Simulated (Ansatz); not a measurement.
# C₂H₆B₂O₂: one species, many methods

One table from this session's results is given with a row withheld; the runs are named, their logs left out.

Program: Ansatz 0.2.0, Gaussian basis. Level of theory: functionals in def2-TZVPP, the program's frozen cores in correlated methods. These are calculated values, not measurements.

The runs, in order: PBE-D4, r2SCAN-D4, PBE0-D4, B3LYP-D4, ωB97X-V, ωB97M-V, B2PLYP; CCSD(T)/def2-TZVPP; MP2/def2-QZVPP; extrapolation to the limit.

## The relaxed structure

The geometry comes from an earlier relaxation with PBE0-D4 in a triple-zeta def2 set; it is a stationary point, not always the lowest conformer.

12 atoms, charge 0, spin multiplicity 1.

Atoms are counted from 1 here; the program's logs count them from 0.

Bond lengths: B1–B2 1.665 Å, B1–O6 1.622 Å, B1–H7 1.210 Å, B1–H8 1.210 Å, B2–O3 1.443 Å, B2–H9 1.192 Å, O3–C4 1.314 Å, C4–C5 1.477 Å, C4–O6 1.237 Å, C5–H10 1.092 Å, C5–H11 1.086 Å, C5–H12 1.092 Å. Angles: B2–B1–O6 95.2°, B2–B1–H7 118.0°, B2–B1–H8 117.8°, O6–B1–H7 105.7°, O6–B1–H8 105.6°, H7–B1–H8 111.4°, B1–B2–O3 105.3°, B1–B2–H9 142.2°, O3–B2–H9 112.5°, B2–O3–C4 109.7°, O3–C4–C5 117.5°, O3–C4–O6 119.5°, C5–C4–O6 122.9°, C4–C5–H10 109.2°, C4–C5–H11 110.5°, C4–C5–H12 109.1°, H10–C5–H11 110.5°, H10–C5–H12 107.1° and more.

Coordinates:

```
B    -0.85319   -1.23044    1.06808
B     0.65171   -0.67235    1.50978
O     1.03200    0.25811    0.47388
C     0.07905    0.33292   -0.42701
C     0.29079    1.24292   -1.57138
O    -0.94509   -0.34726   -0.28970
H    -1.80260   -0.89687    1.73971
H    -0.94605   -2.38372    0.71369
H     1.48443   -0.77960    2.35608
H     1.20296    0.95198   -2.09645
H    -0.56149    1.21167   -2.24449
H     0.44438    2.25763   -1.19798
```

Set-up of the first run:

Input file in.yaml:

```yaml
crystal:
  periodic: [false, false, false]
  atoms:
    - {symbol: B, position_ang: [-0.853186, -1.230437, 1.068075]}
    - {symbol: B, position_ang: [0.651713, -0.672349, 1.509779]}
    - {symbol: O, position_ang: [1.032001, 0.258108, 0.473881]}
    - {symbol: C, position_ang: [0.079047, 0.332919, -0.427008]}
    - {symbol: C, position_ang: [0.290793, 1.242921, -1.571380]}
    - {symbol: O, position_ang: [-0.945090, -0.347258, -0.289698]}
    - {symbol: H, position_ang: [-1.802604, -0.896865, 1.739707]}
    - {symbol: H, position_ang: [-0.946054, -2.383716, 0.713685]}
    - {symbol: H, position_ang: [1.484426, -0.779604, 2.356079]}
    - {symbol: H, position_ang: [1.202957, 0.951983, -2.096450]}
    - {symbol: H, position_ang: [-0.561486, 1.211666, -2.244493]}
    - {symbol: H, position_ang: [0.444383, 2.257633, -1.197978]}
basis:
  gaussian: {orbitals: def2-TZVPP}
hamiltonian: {xc: pbe, dispersion: d4}
output: {forces: true, orbitals: {seedname: orbitals}}
```

Started as:

```console
ansatz run in.yaml --threads 4 --pin off --events-out ev --progress --plain --max-ram 10444MiB
```

Steps of the session up to this table: PBE-D4 (GGA); r2SCAN-D4 (meta-GGA); PBE0-D4 (hybrid); B3LYP-D4 (hybrid); ωB97X-V (range-separated); ωB97M-V (range-separated); B2PLYP (double hybrid); CCSD(T) in def2-TZVPP; MP2 in def2-QZVPP.

One table of the session follows, with a row left open; its other results are not shown here.

It belongs to the step «Atomisation energies». 

```
            method  atoms, summed (eV)  atomisation energy (eV)
            PBE-D4           -7560.116                   52.927
         r2SCAN-D4           -7566.293                   51.873
           PBE0-D4           -7561.792                   51.774
          B3LYP-D4           -7571.630                   51.415
           ωB97X-V           -7568.590                   51.474
           ωB97M-V           -7567.787                   51.603
            B2PLYP           -7565.322                   50.937
     HF/def2-TZVPP           -7539.724                   37.827
    MP2/def2-TZVPP           -7553.399                   51.192
   CCSD/def2-TZVPP                   ?                        ?
CCSD(T)/def2-TZVPP           -7556.880                   49.916
           MP2/CBS           -7555.983                   52.352
       CCSD(T)/CBS           -7559.464                   51.076
```

**Question.** Estimate the row for CCSD/def2-TZVPP.

As computed: atoms, summed (eV): -7556.543; atomisation energy (eV): 49.063. In the column «atoms, summed (eV)» it lies between CCSD(T)/def2-TZVPP (-7556.880) and MP2/CBS (-7555.983).

Caveats from the session: Free atoms (2 B, 2 O, 2 C, 6 H) were run apart at each level; the atomisation energy is their sum less the molecule, without zero-point or spin-orbit terms.
